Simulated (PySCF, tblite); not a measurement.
# C4H14Si3: geometry, infrared bands, NMR shifts, electronic excitations and core binding energies

What infrared bands, NMR shifts, electronic excitations and core binding energies should C4H14Si3 (`[SiH3][SiH]([SiH3])C1CCC1`) show?

The runs use tblite 0.8.0 and PySCF 2.14.0, with density-fitted response routines of our own; the level of theory stands in each step. All values are computed, except where a source is named. Atoms count from 0, in the outputs and in this text.

## Step 1: Starting geometry

21 atoms, charge 0, multiplicity 1; geometry from: force field or distance geometry start.

Bonds of the start (Å): Si0–Si1 2.30, Si1–Si2 2.31, Si1–C3 1.91, C3–C4 1.55, C4–C5 1.54, C5–C6 1.55, C6–C3 1.54, Si0–H7 1.49, Si0–H8 1.48, Si0–H9 1.49, Si1–H10 1.48, Si2–H11 1.49, Si2–H12 1.47, Si2–H13 1.48, C3–H14 1.11, C4–H15 1.09, C4–H16 1.09, C5–H17 1.10, C5–H18 1.08, C6–H19 1.09, C6–H20 1.10.

## Step 2: Geometry optimisation with GFN2-xTB

Job settings and geometry (Å):

```
{"job": {"kind": "relax", "xc": "GFN2-xTB", "basis": "xTB"}, "charge": 0, "multiplicity": 1}
Si     2.230300     1.823700     0.112000
Si     0.905700     0.113900    -0.672500
Si     2.235200    -1.766200    -0.472900
C     -0.647500    -0.064200     0.420700
C     -1.721200    -1.070000    -0.068000
C     -2.781900    -0.080500     0.460500
C     -1.722000     1.034500     0.265400
H      1.475600     3.112500     0.062300
H      3.455500     1.956500    -0.711100
H      2.610100     1.572500     1.528100
H      0.514500     0.340400    -2.085400
H      1.473000    -2.964000    -0.936300
H      3.449700    -1.620700    -1.290000
H      2.622800    -1.973700     0.938900
H     -0.377200    -0.235000     1.480900
H     -1.777200    -1.203000    -1.150400
H     -1.716600    -2.049100     0.405400
H     -3.051800    -0.257600     1.510400
H     -3.687600     0.020100    -0.127700
H     -1.772600     1.509100    -0.711400
H     -1.725600     1.817600     1.040600
```

Run with:

```
$ OMP_NUM_THREADS=1 python probes_run.py task.json out
```

One launch serves the whole session: the jobs run in the order shown.

The program printed:

```text
step      E/eV     max force
  0    -566.92980    1.540
  1    -567.00644    0.653
  2    -567.06077    0.458
  3    -567.08465    0.354
  4    -567.09516    0.308
  5    -567.10288    0.219
  6    -567.11252    0.253
  7    -567.12438    0.344
  8    -567.13597    0.316
  9    -567.14478    0.179
 10    -567.14961    0.144
 11    -567.15235    0.096
 12    -567.15482    0.102
 13    -567.15685    0.083
 14    -567.15840    0.077
 15    -567.15967    0.088
 16    -567.16093    0.093
 17    -567.16229    0.071
 18    -567.16357    0.077
 19    -567.16466    0.065
 20    -567.16567    0.073
 21    -567.16688    0.091
 22    -567.16860    0.096
 23    -567.17091    0.120
 24    -567.17348    0.134
 25    -567.17603    0.118
 26    -567.17872    0.158
 27    -567.18161    0.163
 28    -567.18462    0.146
 29    -567.18767    0.130
 30    -567.19067    0.111
 31    -567.19344    0.120
 32    -567.19567    0.103
 33    -567.19737    0.083
 34    -567.19887    0.084
 35    -567.20046    0.107
 36    -567.20212    0.127
 37    -567.20347    0.088
 38    -567.20437    0.060
 39    -567.20501    0.055
 40    -567.20550    0.055
 41    -567.20579    0.044
 42    -567.20594    0.029
 43    -567.20605    0.026
 44    -567.20619    0.024
 45    -567.20627    0.020
 46    -567.20633    0.012
 47    -567.20636    0.011
 48    -567.20639    0.014
 49    -567.20643    0.017
 50    -567.20649    0.018
 51    -567.20655    0.016
 52    -567.20659    0.016
 53    -567.20663    0.014
 54    -567.20668    0.015
 55    -567.20673    0.016
 56    -567.20676    0.012
 57    -567.20678    0.011
 58    -567.20680    0.010
 59    -567.20682    0.011
 60    -567.20685    0.011
 61    -567.20688    0.011
 62    -567.20690    0.011
 63    -567.20692    0.011
 64    -567.20694    0.014
 65    -567.20697    0.015
 66    -567.20701    0.017
 67    -567.20706    0.015
 68    -567.20711    0.018
 69    -567.20718    0.022
 70    -567.20725    0.020
 71    -567.20736    0.027
 72    -567.20748    0.028
 73    -567.20758    0.024
 74    -567.20764    0.017
 75    -567.20767    0.010
```

Wall time 1.3 s (1 thread of Arm Neoverse N1, shared host); peak memory 0.18 GiB.

The steps of the relaxation: (not every step is listed)

```csv
step,energy from step 0 (eV),largest force (eV/Å)
0,0.0000,1.5397
1,-0.0766,0.6532
2,-0.1310,0.4585
3,-0.1549,0.3537
4,-0.1654,0.3078
5,-0.1731,0.2187
6,-0.1827,0.2534
7,-0.1946,0.3438
8,-0.2062,0.3156
14,-0.2286,0.0772
20,-0.2359,0.0730
26,-0.2489,0.1583
32,-0.2659,0.1026
38,-0.2746,0.0601
44,-0.2764,0.0243
50,-0.2767,0.0182
56,-0.2770,0.0121
62,-0.2771,0.0112
68,-0.2773,0.0181
70,-0.2775,0.0204
71,-0.2776,0.0269
72,-0.2777,0.0279
73,-0.2778,0.0238
74,-0.2778,0.0169
75,-0.2779,0.0099
```

Distances of close pairs at the start and the end, largest changes first:

```csv
bond,before (Å),after (Å),change (Å)
Si0–H7,1.494,1.466,-0.029
Si2–H11,1.493,1.466,-0.028
Si0–Si1,2.301,2.323,+0.022
Si0–H9,1.488,1.466,-0.021
Si0–H8,1.482,1.465,-0.017
C5–C6,1.551,1.535,-0.016
C3–H14,1.107,1.093,-0.015
C6–H20,1.102,1.089,-0.013
```

The end geometry stands in the next job.

## Step 3: Vibrational analysis with GFN2-xTB

Job settings and geometry (Å):

```
{"job": {"kind": "ir", "xc": "GFN2-xTB", "basis": "xTB"}, "charge": 0, "multiplicity": 1}
Si     2.121602     2.003736     0.078884
Si     0.972698     0.097164    -0.585179
Si     2.122960    -1.920654    -0.564187
C     -0.579232    -0.082146     0.512916
C     -1.641704    -1.108217     0.073653
C     -2.731636    -0.043736     0.257563
C     -1.644777     1.027205     0.421869
H      1.358531     3.250720    -0.026245
H      3.330256     2.189587    -0.728116
H      2.562026     1.919383     1.474993
H      0.417012     0.319683    -1.943163
H      1.362011    -3.070484    -1.060943
H      3.330786    -1.836960    -1.389054
H      2.566217    -2.286007     0.784784
H     -0.294260    -0.250911     1.554274
H     -1.530332    -1.419550    -0.964287
H     -1.731577    -1.998420     0.694365
H     -3.322055    -0.192756     1.160216
H     -3.408204     0.093384    -0.584393
H     -1.532533     1.653438    -0.462487
H     -1.736710     1.672485     1.294067
```

The program printed:

```text
mode    cm-1     km/mol
  1      21.7      0.01
  2      34.8      0.02
  3      37.8      0.11
  4      61.8      0.13
  5      77.2      0.77
  6      84.9      1.71
  7     124.6      4.43
  8     246.3     10.29
  9     270.6      2.21
 10     385.7     16.15
 11     396.5     16.39
 12     409.1      3.19
 13     428.8     62.63
 14     457.4     13.48
 15     508.0      0.80
 16     585.7     16.63
 17     606.4    466.86
 18     660.2    152.93
 19     754.7      1.28
 20     770.0    815.85
 21     799.5    233.33
 22     810.3     84.92
 23     818.4    240.58
 24     819.2      1.97
 25     821.7      9.60
 26     829.1    149.10
 27     837.9     96.29
 28     996.5      0.57
 29     997.3      2.64
 30    1037.9      0.53
 31    1042.1      9.48
 32    1065.1      3.12
 33    1112.9     12.11
 34    1187.0      0.27
 35    1192.7      2.98
 36    1235.6      0.47
 37    1241.0      0.18
 38    1260.7      0.54
 39    1262.6      1.02
 40    1279.7      0.50
 41    1478.1      0.86
 42    1485.4      0.43
 43    1500.2      0.75
 44    2059.4    250.32
 45    2218.1     42.96
 46    2226.3    122.60
 47    2227.6    548.23
 48    2229.5    246.33
 49    2234.4    189.65
 50    2238.8    622.93
 51    2938.4     36.79
 52    2979.2     20.15
 53    2984.3      1.89
 54    2999.6      8.99
 55    3001.4     78.93
 56    3003.9     95.57
 57    3010.2     75.79
```

Run time: 1.9 s. Hardware: 1 thread of Arm Neoverse N1, shared host; peak memory 0.18 GiB.

Which atoms move in the most intense modes:

```csv
cm⁻¹,km/mol,atoms
606,466.9,"H10 78 %, Si1 11 %"
770,815.9,"H13 16 %, H9 15 %, H12 15 %, H8 15 %"
800,233.3,"H11 17 %, H7 17 %, H8 15 %, H12 15 %"
818,240.6,"H12 26 %, H8 24 %, H9 21 %, H13 19 %"
2059,250.3,H10 96 %
2228,548.2,"H11 37 %, H7 26 %, H13 18 %, H9 14 %"
2230,246.3,"H13 34 %, H9 30 %, H7 18 %, H11 14 %"
2239,622.9,"H12 56 %, H8 41 %"
```

## Step 4: Geometry optimisation at PBE0-D3(BJ)/def2-SVP

Job settings and geometry (Å):

```
{"job": {"xc": "PBE0", "basis": "def2-SVP", "d3": "d3bj", "grid": 1, "shake": 0.01, "kind": "geom"}, "charge": 0, "multiplicity": 1}
Si     2.142010     1.978180     0.083060
Si     0.967020     0.092640    -0.587330
Si     2.102760    -1.922970    -0.572840
C     -0.546000    -0.079890     0.509390
C     -1.644520    -1.114900     0.063100
C     -2.735540    -0.038920     0.255180
C     -1.635200     1.025210     0.422110
H      1.373990     3.256170    -0.031300
H      3.328430     2.194990    -0.708770
H      2.559330     1.916950     1.485020
H      0.408150     0.316770    -1.934340
H      1.367810    -3.069570    -1.054240
H      3.302500    -1.826750    -1.398650
H      2.549530    -2.283240     0.791790
H     -0.298710    -0.261680     1.554540
H     -1.530860    -1.405490    -0.956810
H     -1.729640    -1.987300     0.692310
H     -3.331310    -0.186920     1.166040
H     -3.410350     0.085560    -0.582100
H     -1.557470     1.660340    -0.457570
H     -1.753100     1.673100     1.284430
```

The program printed:

```text
step   0  E = -1028.35445997  max force = 0.022949
step   1  E = -1028.36317675  max force = 0.003873
step   2  E = -1028.36383867  max force = 0.001983
step   3  E = -1028.36397014  max force = 0.000917
step   4  E = -1028.36400661  max force = 0.000751
step   5  E = -1028.36410505  max force = 0.001352
step   6  E = -1028.36417589  max force = 0.001433
step   7  E = -1028.36422991  max force = 0.001560
step   8  E = -1028.36427672  max force = 0.000925
step   9  E = -1028.36432252  max force = 0.001235
step  10  E = -1028.36434265  max force = 0.000907
step  11  E = -1028.36435363  max force = 0.000472
step  12  E = -1028.36435566  max force = 0.000205
optimisation converged
```

It took 6.2 min on 1 thread of Arm Neoverse N1, shared host; peak memory 0.78 GiB.

The steps of the relaxation:

```csv
step,energy from step 0 (eV),largest force component (eV/Å)
0,0.0000,1.1801
1,-0.2372,0.1992
2,-0.2552,0.1020
3,-0.2588,0.0472
4,-0.2598,0.0386
5,-0.2625,0.0695
6,-0.2644,0.0737
7,-0.2659,0.0802
8,-0.2671,0.0476
9,-0.2684,0.0635
10,-0.2689,0.0466
11,-0.2692,0.0243
12,-0.2693,0.0105
```

Close pairs (by a distance rule), those that changed most:

```csv
bond,before (Å),after (Å),change (Å)
Si0–H8,1.443,1.496,+0.053
Si2–H11,1.445,1.497,+0.053
Si2–H12,1.460,1.496,+0.037
C4–H15,1.067,1.102,+0.036
Si0–H9,1.464,1.497,+0.033
Si1–Si2,2.314,2.345,+0.031
Si1–H10,1.475,1.502,+0.026
Si0–Si1,2.321,2.346,+0.025
```

The next job starts from the end point, and lists it.

```csv
at the end point,value
point group (found at 0.08 Å tolerance),Cs
"rotational constants (GHz, main isotopes)","1.654, 0.923, 0.631"
dipole moment (D),1.26
```

## Step 5: Nuclear shieldings: PBE0/pcSseg-1

Job settings and geometry (Å):

```
{"job": {"kind": "nmr", "xc": "PBE0", "basis": "pcSseg-1"}, "charge": 0, "multiplicity": 1}
Si     2.429659     2.402946     0.005857
Si     1.243751     0.523867    -0.745819
Si     2.595295    -1.381235    -0.540289
C     -0.344965     0.304323     0.257093
C     -1.371077    -0.775478    -0.173830
C     -2.499667     0.207858     0.188305
C     -1.476239     1.357139     0.131749
H      1.600921     3.644368    -0.110313
H      3.688459     2.597605    -0.779049
H      2.795706     2.218342     1.446140
H      0.886394     0.719153    -2.191074
H      1.881074    -2.604666    -1.024527
H      3.863657    -1.231448    -1.319669
H      2.948400    -1.585872     0.900521
H     -0.077255     0.165236     1.318491
H     -1.332053    -0.970593    -1.257994
H     -1.336325    -1.743026     0.349321
H     -2.864154     0.042852     1.214010
H     -3.369113     0.261326    -0.484510
H     -1.470971     1.850721    -0.853821
H     -1.527626     2.138286     0.905202
```

Method: GIAO PBE0/pcSseg-1 NMR shielding, non-relativistic, gas phase.

The program printed:

```text
coarse grid: 17896 points
cycle   1  E = -1028.6032668700  dE =  2.062e-01  |g| = 3.405e-01  |ddm| = 3.979e+00
cycle   2  E = -1028.5847198597  dE =  1.855e-02  |g| = 4.369e-01  |ddm| = 7.502e-01
cycle   3  E = -1028.6351156752  dE = -5.040e-02  |g| = 4.284e-02  |ddm| = 4.874e-01
cycle   4  E = -1028.6354987613  dE = -3.831e-04  |g| = 1.321e-02  |ddm| = 5.275e-02
cycle   5  E = -1028.6355313440  dE = -3.258e-05  |g| = 6.861e-03  |ddm| = 1.926e-02
cycle   6  E = -1028.6355429775  dE = -1.163e-05  |g| = 3.165e-04  |ddm| = 6.535e-03
cycle   7  E = -1028.6355430015  dE = -2.399e-08  |g| = 1.435e-04  |ddm| = 6.461e-04
final grid: 155824 points
cycle   8  E = -1028.6769161744  dE = -2.604e-05  |g| = 7.312e-03  |ddm| = 2.960e-02
cycle   9  E = -1028.6769044898  dE =  1.168e-05  |g| = 9.908e-03  |ddm| = 1.651e-02
cycle  10  E = -1028.6769299104  dE = -2.542e-05  |g| = 5.867e-04  |ddm| = 9.829e-03
cycle  11  E = -1028.6769299778  dE = -6.747e-08  |g| = 2.020e-04  |ddm| = 7.997e-04
cycle  12  E = -1028.6769299880  dE = -1.019e-08  |g| = 4.095e-05  |ddm| = 2.011e-04
cycle  13  E = -1028.6769299884  dE = -3.661e-10  |g| = 1.247e-05  |ddm| = 6.593e-05
converged SCF energy = -1028.6769299884

GIAO shielding tensors (ppm)
atom      isotropic    diamagn.    paramagn.     s11        s22        s33       span
  0 Si     459.776     880.109    -420.333    450.960    458.644    469.724     18.763
  1 Si     419.828     881.960    -462.132    370.914    404.039    484.531    113.617
  2 Si     459.821     880.429    -420.607    451.163    458.596    469.705     18.543
  3 C      163.955     251.903     -87.948    147.660    168.814    175.392     27.732
  4 C      153.941     248.048     -94.107    138.874    147.909    175.040     36.166
  5 C      158.654     252.831     -94.176    142.298    162.958    170.708     28.410
  6 C      153.952     250.129     -96.177    138.918    147.913    175.026     36.109
  7 H       27.617      28.802      -1.185     23.892     26.256     32.705      8.813
  8 H       27.826      28.430      -0.605     24.379     25.518     33.580      9.201
  9 H       27.839      29.055      -1.216     24.733     25.947     32.839      8.106
 10 H       27.552      30.398      -2.846     24.591     26.201     31.863      7.272
 11 H       27.617      29.285      -1.668     23.890     26.260     32.702      8.812
 12 H       27.827      28.775      -0.948     24.372     25.525     33.584      9.211
 13 H       27.841      29.429      -1.587     24.740     25.950     32.834      8.093
 14 H       29.486      34.201      -4.715     26.474     29.856     32.129      5.654
 15 H       29.306      31.951      -2.645     26.023     29.282     32.612      6.589
 16 H       29.263      31.429      -2.166     25.314     27.204     35.272      9.959
 17 H       29.032      30.741      -1.709     26.215     26.594     34.288      8.073
 18 H       29.331      29.580      -0.249     25.396     25.811     36.785     11.389
 19 H       29.303      31.772      -2.468     26.020     29.266     32.623      6.603
 20 H       29.261      31.062      -1.801     25.319     27.179     35.285      9.966
```

Run time: 77 s. Hardware: 1 thread of Arm Neoverse N1, shared host; peak memory 1 GiB.

Shifts follow as δ = σ(reference) − σ, with reference shieldings (ppm) from runs at the same level and on the same kind of geometry: ¹H TMS 31.27, ¹³C TMS 184.4, ²⁹Si TMS 352.0. The references are single molecules in the gas phase. Atoms listed in one row are averaged.

```csv
atoms,environment,σ (ppm),δ (ppm),δ scaled to CDCl3
"C4, C6",sp3 CH2 in a ring,153.9,30.5,29.1
C5,sp3 CH2 in a ring,158.7,25.8,24.5
C3,sp3 CH bonded to Si,164.0,20.5,19.4
H10,"hydrogen on a silicon bonded to C, 2 Si",27.55,3.72,–
"H7, H8, H9, H11, H12, H13",hydrogen on a silicon bonded to Si,27.76,3.51,–
H17,hydrogen on an sp3 CH2 in a ring,29.03,2.23,2.33
"H16, H20",hydrogen on an sp3 CH2 in a ring,29.26,2.00,2.12
"H15, H19",hydrogen on an sp3 CH2 in a ring,29.30,1.96,2.08
H18,hydrogen on an sp3 CH2 in a ring,29.33,1.94,2.05
H14,hydrogen on an sp3 CH bonded to Si,29.49,1.78,1.90
Si1,"silicon bonded to C, 2 Si, H",419.8,-67.8,–
"Si0, Si2","silicon bonded to Si, 3 H",459.8,-107.8,–
```

The scaled column applies a straight-line fit of computed shieldings to shifts measured in CDCl3 (root-mean-square error 0.21 ppm for H, 2.0 ppm for C).

Charges from the same density, by scheme (e):

```csv
atoms,Mulliken,IAO,Hirshfeld,ESP fit
"Si0, Si2",0.24,0.27,0.20,0.18
Si1,0.10,0.31,0.18,-0.03
C3,-0.54,-0.36,-0.11,0.21
"C4, C6",-0.18,-0.25,-0.07,-0.13
C5,-0.22,-0.25,-0.07,-0.13
```

Mayer bond orders: Si0–Si1 0.91, Si1–Si2 0.91, Si1–C3 0.86, C3–C4 0.99, C4–C5 1.03, C5–C6 1.03, C6–C3 0.99.

Ring of atoms C3, C4, C5, C6: NICS(0) -0.1, NICS(1) -0.6, NICS(1)zz 5.4 ppm (means of both faces).

## Step 6: Excited states and response: CAM-B3LYP/def2-SVPD

The job, as its differences from that of step 5:

```diff
@@ -1,2 +1,2 @@
-{"job": {"kind": "nmr", "xc": "PBE0", "basis": "pcSseg-1"}, "charge": 0, "multiplicity": 1}
+{"job": {"kind": "uv", "xc": "CAM-B3LYP", "basis": "def2-SVPD", "ip": true}, "charge": 0, "multiplicity": 1}
 Si     2.429659     2.402946     0.005857
```

Level: TDDFT CAM-B3LYP/def2-SVPD, vertical, gas phase, core orbitals frozen in the response.

The program printed:

```text
coarse grid: 17896 points
cycle   1  E = -1028.6515010615  dE =  2.917e-01  |g| = 2.806e-01  |ddm| = 6.232e+00
cycle   2  E = -1028.6644374159  dE = -1.294e-02  |g| = 2.257e-01  |ddm| = 9.223e-01
cycle   3  E = -1028.6779621128  dE = -1.352e-02  |g| = 5.131e-02  |ddm| = 4.686e-01
cycle   4  E = -1028.6786922888  dE = -7.302e-04  |g| = 1.011e-02  |ddm| = 1.556e-01
cycle   5  E = -1028.6787230337  dE = -3.074e-05  |g| = 3.350e-03  |ddm| = 3.466e-02
cycle   6  E = -1028.6787262101  dE = -3.176e-06  |g| = 6.586e-04  |ddm| = 7.741e-03
final grid: 155824 points
cycle   7  E = -1028.8239010814  dE = -2.735e-05  |g| = 3.009e-03  |ddm| = 9.487e-02
cycle   8  E = -1028.8239011629  dE = -8.154e-08  |g| = 3.072e-03  |ddm| = 1.432e-02
cycle   9  E = -1028.8239035671  dE = -2.404e-06  |g| = 1.746e-04  |ddm| = 5.780e-03
cycle  10  E = -1028.8239035752  dE = -8.060e-09  |g| = 1.112e-04  |ddm| = 9.246e-04
cycle  11  E = -1028.8239035786  dE = -3.433e-09  |g| = 2.048e-05  |ddm| = 2.399e-04
cycle  12  E = -1028.8239035788  dE = -1.414e-10  |g| = 6.159e-06  |ddm| = 6.272e-05
converged SCF energy = -1028.8239035788

Static polarisability (au): isotropic 136.305, principal 111.632 146.744 150.539

Singlet excitations
state   eV       nm        f      main configurations
  1   6.6743    185.8   0.08751   H->L 0.55, H->L+1 0.24
  2   6.8216    181.8   0.05908   H->L+1 0.36, H->L 0.25, H->L+3 0.23
  3   7.0391    176.1   0.01735   H-1->L 0.80, H-1->L+1 0.09
  4   7.1502    173.4   0.05484   H-1->L+1 0.74, H-1->L+3 0.10
  5   7.3147    169.5   0.00447   H->L+3 0.42, H->L+1 0.22, H-1->L+2 0.20
  6   7.3391    168.9   0.04063   H->L+2 0.47, H->L+5 0.38
  7   7.4387    166.7   0.07605   H->L+5 0.46, H->L+2 0.37
  8   7.5150    165.0   0.33652   H-1->L+2 0.55, H->L+4 0.11
  9   7.6186    162.7   0.01741   H-1->L+5 0.46, H->L+4 0.14, H->L+3 0.13
 10   7.6890    161.2   0.02007   H-1->L+3 0.45, H-1->L+6 0.10, H-2->L 0.10

Triplet excitations (Tamm-Dancoff, eV): 5.8468 6.1736 6.3069 6.5062
Vertical ionisation energy (delta-SCF) = 9.4565 eV
```

It took 6.8 min on 1 thread of Arm Neoverse N1, shared host; peak memory 1.3 GiB.

The orbitals next to the gap, with their largest atomic shares:

```csv
orbital,eV,atoms
HOMO−3,-10.39,"C4 23 %, C6 23 %, C5 17 %"
HOMO−2,-10.13,"Si1 23 %, H10 19 %, C3 13 %"
HOMO−1,-9.02,"C3 22 %, Si1 21 %, C5 9 %"
HOMO,-8.90,"Si1 29 %, Si0 21 %, Si2 21 %"
LUMO,0.89,"Si2 24 %, Si0 23 %, Si1 16 %"
LUMO+1,1.04,"Si1 15 %, Si0 15 %, Si2 14 %"
LUMO+2,1.16,"Si2 19 %, Si0 18 %, Si1 11 %"
```

With each of the 10 states as a Gaussian band of 0.4 eV half-width at 1/e, the curve within the window shown has maxima at 166 nm (ε 21,000) L/(mol cm). Beyond the last state computed it falls off for lack of states. The curve at chosen wavelengths:

(nm, ε (L/mol/cm)): (155, 4730), (157, 8047), (159, 12047), (161, 16033), (163, 19168), (165, 20816), (167, 20786), (168, 20218), (170, 18316), (172, 15927), (174, 13603), (176, 11670), (178, 10213), (180, 9143), (182, 8290), (184, 7495), (186, 6656), (188, 5743), (190, 4780), (191, 4298), (193, 3372), (195, 2540), (197, 1838), (199, 1280), (201, 859), (203, 556)

Ground-state properties from the same run:

```csv
property,computed
dipole moment (D),1.16
polarisability (Å³),20.20
HOMO–LUMO gap (eV),9.78
−ε(HOMO) (eV),8.90
```

[end of part 1 of 2]
